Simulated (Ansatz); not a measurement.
**CH₄BFOSi: how energies converge with the basis set**

An exercise on one series of results from a longer session: the logs are not shown, and one member is left open.

The runs use Ansatz 0.2.0, Gaussian basis; one geometry, several basis sets.

Levels to be run: PBE0-D4/def2-SVP; ωB97M-V/def2-SVP; PBE0-D4/def2-QZVPP; ωB97M-V/def2-QZVPP; the functionals' def2-TZVPP values are taken from earlier runs.

## Structure used throughout

An earlier PBE0-D4 in a triple-zeta def2 set relaxation fixed the geometry.

9 atoms, charge 0, spin multiplicity 1.

Atoms are counted from 1 here; the program's logs count them from 0.

Bond lengths: O1–C2 1.209 Å, C2–B3 1.610 Å, C2–H6 1.116 Å, B3–F4 1.321 Å, B3–Si5 2.035 Å, Si5–H7 1.487 Å, Si5–H8 1.487 Å, Si5–H9 1.488 Å. Angles: O1–C2–B3 120.5°, O1–C2–H6 119.6°, B3–C2–H6 119.9°, C2–B3–F4 116.2°, C2–B3–Si5 121.0°, F4–B3–Si5 122.8°, B3–Si5–H7 111.2°, B3–Si5–H8 109.4°, B3–Si5–H9 109.1°, H7–Si5–H8 109.2°, H7–Si5–H9 109.1°, H8–Si5–H9 108.9°.

Set-up of the first run:

in.yaml

```yaml
crystal:
  periodic: [false, false, false]
  atoms:
    - {symbol: O, position_ang: [1.090252, 1.702843, 0.825458]}
    - {symbol: C, position_ang: [1.394408, 1.054310, -0.148411]}
    - {symbol: B, position_ang: [0.496164, -0.200079, -0.607009]}
    - {symbol: F, position_ang: [0.943039, -0.890565, -1.640173]}
    - {symbol: Si, position_ang: [-1.218994, -0.677444, 0.379066]}
    - {symbol: H, position_ang: [2.308058, 1.326159, -0.728387]}
    - {symbol: H, position_ang: [-1.903129, -1.832309, -0.260331]}
    - {symbol: H, position_ang: [-2.132409, 0.495992, 0.375532]}
    - {symbol: H, position_ang: [-0.888888, -1.025408, 1.787157]}
basis:
  gaussian: {orbitals: def2-SVP}
hamiltonian: {xc: pbe0, dispersion: d4}
output: {orbitals: {seedname: orbitals}}
```

The run is started by

```bash
$ ansatz run in.yaml --threads 2 --pin off --events-out ev --progress --plain --max-ram 4352MiB
```

Steps of the session up to this table: PBE0-D4 in def2-SVP; ωB97M-V in def2-SVP; PBE0-D4 in def2-QZVPP; ωB97M-V in def2-QZVPP.

One of the session's tables, all rows but one given; the rest of the session is left out.

It belongs to the step «Functionals by basis». 

```
functional       basis  HOMO (eV)  LUMO (eV)
   PBE0-D4    def2-SVP      -7.29      -2.98
   PBE0-D4  def2-TZVPP      -7.40      -3.09
   PBE0-D4  def2-QZVPP          ?          ?
   ωB97M-V    def2-SVP      -9.58      -0.71
   ωB97M-V  def2-TZVPP      -9.70      -0.88
   ωB97M-V  def2-QZVPP      -9.73      -0.92
```

Estimate the missing values for PBE0-D4, def2-QZVPP.

The run gave: HOMO (eV): -7.42; LUMO (eV): -3.12. In the column «HOMO (eV)» it lies between ωB97M-V, def2-SVP (-9.58) and PBE0-D4, def2-TZVPP (-7.40).
